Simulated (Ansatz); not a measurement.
# C6F5I: the cost of one run

Program: Ansatz 0.2.0. Level of theory: the levels named in each step. These are calculated values, not measurements.

**1. Starting point**

Bond lengths: F1–C2 1.330 Å, C2–C3 1.393 Å, C3–F4 1.331 Å, C3–C5 1.392 Å, C5–F6 1.330 Å, C5–C7 1.388 Å, C7–I8 2.089 Å, C7–C9 1.389 Å, C9–F10 1.330 Å, C2–C11 1.393 Å, C9–C11 1.392 Å, C11–F12 1.331 Å. Angles (14 of 18 angles, heavy atoms first): F1–C2–C3 120.1°, F1–C2–C11 120.1°, C3–C2–C11 119.8°, C2–C3–F4 120.1°, C2–C3–C5 119.8°, F4–C3–C5 120.1°, C3–C5–F6 119.5°, C3–C5–C7 120.8°, F6–C5–C7 119.7°, C5–C7–I8 120.5°, C5–C7–C9 119.1°, I8–C7–C9 120.4°, C7–C9–F10 119.8°, C7–C9–C11 120.8°.

Structure file:

```xyz
12

F    -4.0372   -0.3708    0.0818
C    -2.7134   -0.2494    0.0522
C    -2.1277    1.0148    0.0339
F    -2.8911    2.1051    0.0433
C    -0.7414    1.1340    0.0078
F    -0.1893    2.3438   -0.0076
C     0.0692    0.0069   -0.0042
I     2.1496    0.1972   -0.0372
C    -0.5225   -1.2499    0.0153
F     0.2405   -2.3391    0.0067
C    -1.9075   -1.3849    0.0396
F    -2.4597   -2.5960    0.0542
```

**2. A rough first relaxation, PBE-D4/def2-SVP**

This run stands in another session on the same molecule. It ended at:

```xyz
12

F    -4.0454   -0.3712    0.0772
C    -2.7189   -0.2495    0.0517
C    -2.1317    1.0273    0.0348
F    -2.9038    2.1157    0.0440
C    -0.7320    1.1514    0.0088
F    -0.2004    2.3747   -0.0072
C     0.0845    0.0078   -0.0024
I     2.1712    0.1993   -0.0406
C    -0.5101   -1.2654    0.0156
F     0.2354   -2.3715    0.0056
C    -1.9090   -1.3981    0.0413
F    -2.4700   -2.6088    0.0568
```

**3. Relaxation, HF/def2-SVP**

File input.yaml:

```yaml
crystal:
  periodic: [false, false, false]
  atoms:
    - { symbol: F, position_ang: [-4.04542065, -0.37120831, 0.07722063] }
    - { symbol: C, position_ang: [-2.71885207, -0.24948797, 0.05173991] }
    - { symbol: C, position_ang: [-2.13173817, 1.0273173, 0.03479763] }
    - { symbol: F, position_ang: [-2.90384695, 2.11566959, 0.04403486] }
    - { symbol: C, position_ang: [-0.73203761, 1.15141864, 0.00876462] }
    - { symbol: F, position_ang: [-0.20041562, 2.37472018, -0.00716571] }
    - { symbol: C, position_ang: [0.08445601, 0.00777371, -0.00236563] }
    - { symbol: I, position_ang: [2.17115363, 0.19930403, -0.04061761] }
    - { symbol: C, position_ang: [-0.51007773, -1.26540412, 0.01555942] }
    - { symbol: F, position_ang: [0.23541246, -2.37147549, 0.00557823] }
    - { symbol: C, position_ang: [-1.90899415, -1.39805487, 0.04130411] }
    - { symbol: F, position_ang: [-2.47003917, -2.60876269, 0.05682956] }
basis:
  gaussian: { orbitals: def2-SVP }
hamiltonian:
  xc: hf
relax:
  f_tol: 0.002
  max_steps: 150
```

On the command line:

```
> ansatz run input.yaml --threads 4 --pin off --max-ram 10240MiB --backend cpu --events-out ev --progress --plain --runs-dir out
```

**Question.** How long does this run take on 4 threads of AMD EPYC 9R45 (Zen 5), shared host, and how much memory does it need?

About 11 s, with a peak of 0.76 GiB.
